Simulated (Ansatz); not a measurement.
## H₄OSi₂, SMILES [SiH]O[SiH3]: the interaction energy of a dimer with the counterpoise correction, step by step

Program: Ansatz 0.2.0, Python API.

Run as a notebook:

In [1]:
```python
import ansatz as az
```

In [2]:
```python
FIRST = [
    ('Si', (-1.7475, -1.3003, -0.0683)),
    ('O', (-0.1923, -0.9128, 0.1217)),
    ('Si', (0.7818, 0.4004, 0.2676)),
    ('H', (-2.2159, -0.5695, -1.3082)),
    ('H', (0.7616, 1.2222, -0.9638)),
    ('H', (0.3811, 1.2262, 1.4446)),
    ('H', (2.2315, -0.0664, 0.5061)),
]
SECOND = [
    ('Si', (-1.8906, -4.6208, 0.4659)),
    ('O', (-2.2928, -4.757, 2.023)),
    ('Si', (-1.6124, -5.0242, 3.4929)),
    ('H', (-1.146, -5.8895, 0.11)),
    ('H', (-1.006, -6.3729, 3.5656)),
    ('H', (-0.5883, -3.9819, 3.7974)),
    ('H', (-2.7005, -4.9308, 4.5809)),
]
```

In [3]:
```python
def energy(atoms, ghosts=()):
    molecule = az.Crystal.molecule()
    for symbol, xyz in atoms:
        molecule = molecule.atom(symbol, xyz)
    calc = (
        molecule.calculation()
        .basis(gaussian='def2-SVPD')
        .functional('r2scan')
    )
    deck = calc.input()
    if ghosts:
        deck = deck.set(az.key.basis.gaussian.ghost_atoms, [{'symbol': s, 'position_ang': list(xyz)} for s, xyz in ghosts])
    return az.Session.from_dict(deck).plan().execute().report['free_energy_ev']
```

In [4]:
```python
both = energy(FIRST + SECOND)
alone = energy(FIRST) + energy(SECOND)
ghosted = energy(FIRST, SECOND) + energy(SECOND, FIRST)
print(f'dimer {both:.6f} eV')
print(f'interaction, uncorrected   {(both - alone):8.3f} eV')
print(f'interaction, counterpoise  {(both - ghosted):8.3f} eV')
print(f'basis-set superposition    {(alone - ghosted):8.3f} eV')
```
```text
dimer -35716.828149 eV
interaction, uncorrected     -0.172 eV
interaction, counterpoise    -0.133 eV
basis-set superposition       0.039 eV
```

Uncorrected it is -0.172 eV, with the counterpoise correction -0.133 eV; the difference, 0.04 eV, is the superposition error.

What to keep in mind:
- Total energies depend on the basis set; only differences at equal settings carry meaning.
- The dimer is a generated trial pose of unrelaxed monomers, not a minimum, so the figure is no binding energy, and the basis set is small.
- This level lacks the dispersion part of the attraction (electrostatics and induction are there), which can decide the sign where the interaction is weak.
- Wall time of the script: 51 s on 1 thread of Intel(R) Xeon(R) Platinum 8375C CPU @ 2.90GHz (Ice Lake) (shared host), peak memory 0.39 GiB.

(Lines on the test bed's own set-up are left out of the output.)
